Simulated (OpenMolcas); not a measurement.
# Mo³⁺ among point charges: CASSCF and CASPT2 levels and susceptibility

How does a field of 6 point charges split the states of Mo³⁺, and what χT follows?

Method: state-averaged CASSCF and CASPT2, spin-orbit coupling by RASSI with atomic mean-field integrals. Code: OpenMolcas 26.06.

## Step 1: The system

| Quantity | Value |
| --- | --- |
| Species | Mo³⁺ (molybdenum, Z = 42, 39 electrons) |
| Basis | ANO-RCC-VTZP [7s6p4d2f1g], 68 functions |
| Scalar Hamiltonian | DKH2, point nucleus |
| Inactive shells | 1s 2s 2p 3s 3p 3d 4s 4p |
| Active space | 3 electrons in 5 orbitals (4d) |
| Some configurations of this space | 4d³ |
| Orbitals | optimised for each spin and parity, averaged over all roots |

The outer shells:

4d3
```
4d [↑ ][↑ ][↑ ][  ][  ]
```

The ion sits among 6 point charges of -0.85 e arranged as an octahedron (Oh), 1.91 Å from the ion.

The work runs as a chain of OpenMolcas steps in one folder; each step below is one input file. Labels, J, g values, rates, χT and fits are worked out afterwards by a script from the matrices that RASSI stores. The input lists half of the charges; inversion (Group=XYZ) makes the rest.

## Step 2: One- and two-electron integrals

a.inp reads:

```
&GATEWAY
Coord
1

Mo 0.0 0.0 0.0
Basis=ANO-RCC-VTZP
Group=XYZ
NoMove
AngMom=0.0 0.0 0.0
AMFI
XField
3 Angstrom 0
1.910000 0.000000 0.000000 -0.850000
0.000000 1.910000 0.000000 -0.850000
0.000000 0.000000 1.910000 -0.850000
&SEWARD
```

Launch:

```
> OMP_NUM_THREADS=1 MOLCAS_MEM=1689 MOLCAS_PROJECT=a pymolcas a.inp > a.log
```

## Step 3: Reference wave functions, quartets of even parity, 10 roots

a.inp reads:

```
&RASSCF
FileOrb=start.orb
Symmetry=1
Spin=4
nActEl=3 0 0
Inactive=9 9
Ras2=5 0
CIRoot=10 10 1
SDav=10
CIMx=300
Iter=120 100
PrWF=0.3
OrbListing=Nothing
MaxOrb=0
>>> COPY $Project.JobIph JOB001
```

start.orb holds the contracted functions of the basis, ordered by shell, or the orbitals of the step before.

## Step 4: Reference wave functions, doublets of even parity, 40 roots

a.inp reads:

```
&RASSCF
FileOrb=start.orb
Symmetry=1
Spin=2
nActEl=3 0 0
Inactive=9 9
Ras2=5 0
CIRoot=40 40 1
SDav=40
CIMx=300
Iter=120 100
PrWF=0.3
OrbListing=Nothing
MaxOrb=0
>>> COPY $Project.JobIph JOB002
```

## Step 5: State interaction with spin-orbit coupling

a.inp reads:

```
&RASSI
NrOfJobIphs=2 10 40
1 2 3 4 5 6 7 8 9 10
1 2 3 4 5 6 7 8 9 10 11 12 13 14 15 16 17 18 19 20 21 22 23 24 25 26 27
28 29 30 31 32 33 34 35 36 37 38 39 40
IphNames
JOB001
JOB002
EJob
SpinOrbit
DIPRint=1.0
SOCoupling=1000.0
Subsets=2
Property=9
'ANGMOM' 1 'ANGMOM' 2 'ANGMOM' 3 'MLTPL  1' 1 'MLTPL  1' 2 'MLTPL  1' 3
'AMFI' 1 'AMFI' 2 'AMFI' 3
SOProperty=3
'ANGMOM' 1 'ANGMOM' 2 'ANGMOM' 3
```

## Step 6: CASPT2: IPEA 0.25, imaginary shift 0.1 (closed shells correlated: 4s 4p)

a.inp reads:

```
>>> COPY JOB001 $Project.JobIph
&CASPT2
Multistate=10 1 2 3 4 5 6 7 8 9 10
NoMult
Frozen=8 6
IPEA=0.25
Imaginary=0.1
MaxIter=60
WThr=0.0 0.3 0.05
PrWF=0.5
NoMix
>>> COPY JOB002 $Project.JobIph
&CASPT2
Multistate=40 1 2 3 4 5 6 7 8 9 10 11 12 13 14 15 16 17 18 19 20 21 22
23 24 25 26 27 28 29 30 31 32 33 34 35 36 37 38 39 40
NoMult
Frozen=8 6
IPEA=0.25
Imaginary=0.1
MaxIter=60
WThr=0.0 0.3 0.05
PrWF=0.5
NoMix
```

(Steps that only read results are left out.)

**Question.** What will these runs give? Wanted: spin-free ground state; first state of the same spin within the active space; lowest level; next level.

The runs gave:

| quantity | value |
| --- | --- |
| method | SS-CASPT2, IPEA 0.25, imaginary shift 0.1 (closed shells correlated: 4s 4p) |
| spin-free ground state | 4A2, 1-fold in its orbital part |
| first state of the same spin within the active space | 4T2 at 6850 cm⁻¹ |
| lowest level | 4-fold Γ8 |
| next level | 6681.5 cm⁻¹ |
| χT at 300 K | 1.41 cm³ K/mol |
| effective moment at 300 K | 3.36 μB |

Cost by method:

| method | time of its own steps | time with the reference |
| --- | --- | --- |
| A. CASSCF | 11 s | 11 s |
| B. SS-CASPT2, IPEA 0.25, imaginary shift 0.1, +4s 4p | 6.6 s | 17 s |

Times are of one thread on a shared host.

**Reading.** The spin-free ground state (4A2) comes to 100 % from free-ion F terms and keeps the highest spin of the shell. χT at 300 K is 1.41, against 1.88 cm³ K/mol for the spin alone, so spin-orbit coupling lowers it. CASPT2 does not keep the components of a term degenerate, and the means are used. The field of point charges can differ much from that of real complexes. Point charges carry no covalency, so the field is a model and not that of real ligands.
